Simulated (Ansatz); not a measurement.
Run this with the Ansatz DFT code, driven from Python and show what comes out.

`ch3zn_relaxed_scan.py`
```python
"""Relaxed scan of one distance in CH3Zn."""

import logging
import sys

import ansatz as az
from ase import Atoms
import numpy as np

logging.basicConfig(stream=sys.stdout, format="%(levelname)s %(message)s")
log = logging.getLogger("run")
log.setLevel(logging.INFO)

atoms = Atoms(["C", "Zn", "H", "H", "H"], positions=[
    (0.0998, -0.2323, -0.0036),
    (-0.7611, 1.4309, 0.7184),
    (0.3137, -1.0886, 0.5441),
    (-0.5608, -0.4684, -0.8404),
    (0.9583, 0.2847, -0.4599),
])
geometry = az.Crystal.molecule_from_ase(atoms)

base = (
    geometry.calculation()
    .basis(gaussian="def2-SVP")
    .functional("b3lyp")
    .spin("collinear", total=1)
)
symbols = [site.symbol for site in geometry.cartesian_sites]
pairs = [(0, 1), (0, 2), (0, 3), (0, 4)]
print("held (A)   E (eV)        ", "  ".join(f"{symbols[i]}{i}-{symbols[j]}{j}" for i, j in pairs))
for length in [1.01, 1.1, 1.19, 1.32, 1.49]:
    summary = base.relax(constraints=[az.DistanceConstraint((0, 4), at=length)], force_tolerance=0.02, max_steps=60).run(threads=1).report
    xyz = np.array(summary["positions_ang"])
    print(f"{length:6.2f} {summary['free_energy_ev']:14.5f}  ", "  ".join(f"{np.linalg.norm(xyz[i] - xyz[j]):.3f}" for i, j in pairs))
```

```console
$ python ch3zn_relaxed_scan.py
held (A)   E (eV)         C0-Zn1  C0-H2  C0-H3  C0-H4
DeckWarning: relax.constraints: the input's atoms, or those drawn, lie off the distances that are held; a relaxation that starts there is brought onto them ahead of its first SCF, by positions alone, an atom by 4.56e-2 Å at the most. With the symmetry detection on, the symmetry is detected on the input's atoms as so brought (as typed, where only the drawn atoms reach the distances), and notices that speak of the structure as typed mean those atoms
  1.01   -49497.92141   2.054  1.100  1.101  1.010
  1.10   -49498.08461   2.050  1.101  1.101  1.100
  1.19   -49497.97520   2.044  1.101  1.101  1.190
  1.32   -49497.56175   2.035  1.101  1.101  1.320
  1.49   -49496.84377   2.023  1.100  1.100  1.490
```
(Warnings from the package without file and line, repeats left out.)

Total energies depend on the basis set; only differences at equal settings carry meaning. The energies are electronic: no zero-point or thermal terms, and the basis set is short of its limit. The species is open-shell (spin multiplicity 2). b3lyp holds the VWN-RPA fit, as in Gaussian; the form of ORCA and Turbomole is b3lyp5. Wall time of the script: 68 s on 1 thread of Arm Neoverse V2, with other jobs on the host, peak memory 0.22 GiB.

(Lines on the test bed's own set-up are left out of the output.)
